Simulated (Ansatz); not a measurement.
# CH4F2GeS: basis-set convergence

How large a basis does CH4F2GeS need? Two functionals are run in growing sets.

Computed with Ansatz 0.2.0, Gaussian basis. Level: one geometry, several basis sets.

Plan: PBE0-D4/def2-SVP; ωB97M-V/def2-SVP; PBE0-D4/def2-QZVPP; ωB97M-V/def2-QZVPP; the functionals' def2-TZVPP values are taken from earlier runs.

**1. The geometry**

All runs share one geometry, relaxed beforehand with PBE0-D4 in a triple-zeta def2 set.

SMILES `C[S][GeH]([F])[F]`, 9 atoms, charge 0, spin multiplicity 1.

Atoms are counted from 1 here; the program's logs count them from 0.

Bond lengths: C1–S2 1.821 Å, C1–H6 1.090 Å, C1–H7 1.089 Å, C1–H8 1.089 Å, S2–Ge3 2.178 Å, Ge3–F4 1.729 Å, Ge3–F5 1.721 Å, Ge3–H9 1.530 Å. Angles: S2–C1–H6 111.7°, S2–C1–H7 105.8°, S2–C1–H8 111.0°, H6–C1–H7 108.6°, H6–C1–H8 110.5°, H7–C1–H8 109.1°, C1–S2–Ge3 97.8°, S2–Ge3–F4 109.4°, S2–Ge3–F5 107.1°, S2–Ge3–H9 118.6°, F4–Ge3–F5 105.8°, F4–Ge3–H9 106.2°, F5–Ge3–H9 109.1°.

**2. PBE0-D4 in def2-SVP**

File in.yaml:

```yaml
crystal:
  periodic: [false, false, false]
  atoms:
    - {symbol: C, position_ang: [-1.464168, -0.339989, -0.414768]}
    - {symbol: S, position_ang: [0.098452, -1.267578, -0.530030]}
    - {symbol: Ge, position_ang: [1.385602, 0.203574, 0.430447]}
    - {symbol: F, position_ang: [1.314210, 1.691244, -0.448540]}
    - {symbol: F, position_ang: [3.004407, -0.358242, 0.268732]}
    - {symbol: H, position_ang: [-1.743593, -0.149398, 0.621289]}
    - {symbol: H, position_ang: [-2.221718, -0.979374, -0.866535]}
    - {symbol: H, position_ang: [-1.406959, 0.592874, -0.972858]}
    - {symbol: H, position_ang: [1.122265, 0.560589, 1.895164]}
basis:
  gaussian: {orbitals: def2-SVP}
hamiltonian: {xc: pbe0, dispersion: d4}
output: {orbitals: {seedname: orbitals}}
```

Further steps of the session: ωB97M-V in def2-SVP; PBE0-D4 in def2-QZVPP; ωB97M-V in def2-QZVPP.

Before running them: what should the planned runs give, taken together? Wanted: PBE0-D4: double and triple zeta above quadruple; ωB97M-V: double and triple zeta above quadruple.

As calculated:

| quantity | value |
| --- | --- |
| PBE0-D4: double and triple zeta above quadruple | 21.05, 1.94 eV |
| ωB97M-V: double and triple zeta above quadruple | 21.15, 1.87 eV |

What this shows: For PBE0-D4 the step from double to triple zeta gains 19.11 eV and the next only 1.94 eV. These are total energies; as a rule much of such shifts cancels in differences, which this series doesn't test. The LUMO of ωB97M-V is positive and keeps falling with the basis (1.80 to 1.01 eV): an unbound level that the basis holds in place.
